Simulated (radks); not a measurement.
**Tc³¹⁺ in [He] 2s1 2p6 3s2 3d1: an all-electron calculation**

The task here is to estimate one member of a computed series from the others.

The numbers are computed with radks (a radial shooting solver on a logarithmic mesh, Libxc functionals) version 1 (scalar-relativistic Kohn-Sham, r2SCAN, spin-polarised, spherical densities, finite nucleus; open shells are filled with parallel spins first), except any that are marked as measured or tabulated.

## Starting point

| Item | Value |
| --- | --- |
| element | technetium (Z = 43) |
| charge | +31 |
| electrons | 12 |
| configuration | [He] 2s1 2p6 3s2 3d1 |
| nuclear rms radius | 4.4112 fm |

The outer shells:

Tc³¹⁺
```
[He] core
2s [↑ ]
2p [↑↓][↑↓][↑↓]
3s [↑↓]
3d [↑ ][  ][  ][  ][  ]
```

The first run:

Settings of this run:

```text
Z 43
configuration [He] 2s1 2p6 3s2 3d1 3p0 4s0 4d0 4f0
relativity scalar-relativistic
functional r2scan,r2scan
spin polarised
nucleus finite rms 4.4112 fm
c 137.035999084
```

On the command line:

```sh
> python run_ks.py task.json out
```

The same process makes all the runs of this session.

One table of the session follows, with a row left open; its other results are not shown here.

It belongs to the step «Radial structure». Radial moments (bohr):

| level | <r> | outermost maximum (interpolated) | 90 % within | nodes |
| --- | --- | --- | --- | --- |
| 1s up | 0.03424 | 0.0223 | 0.0614 | 0 |
| 1s down | 0.03426 | 0.0223 | 0.0614 | 0 |
| 2s up | 0.1461 | 0.125 | 0.225 | 1 |
| 2s down | 0.1461 | 0.125 | 0.225 | 1 |
| 2p up | 0.1269 | 0.0994 | 0.206 | 0 |
| 2p down | 0.1267 | 0.0992 | 0.205 | 0 |
| 3s up | 0.3553 | 0.337 | 0.514 | 2 |
| 3s down | 0.3565 | 0.337 | 0.516 | 2 |
| 3p up | ? | ? | ? | ? |
| 3p down | 0.3448 | 0.324 | 0.509 | 1 |
| 3d up | 0.3021 | 0.256 | 0.459 | 0 |
| 3d down | 0.3041 | 0.258 | 0.463 | 0 |
| 4s up | 0.6657 | 0.672 | 0.936 | 3 |
| 4s down | 0.6542 | 0.662 | 0.924 | 3 |
| 4d up | 0.6277 | 0.628 | 0.911 | 1 |
| 4d down | 0.6150 | 0.619 | 0.896 | 1 |
| 4f up | 0.5503 | 0.484 | 0.801 | 0 |
| 4f down | 0.5415 | 0.482 | 0.783 | 0 |

Q: Estimate the row for 3p up from the others.

The run gave: <r>: 0.3434; outermost maximum (interpolated): 0.323; 90 % within: 0.507; nodes: 1. In the column «<r>» it lies between 3d down (0.3041) and 3p down (0.3448).
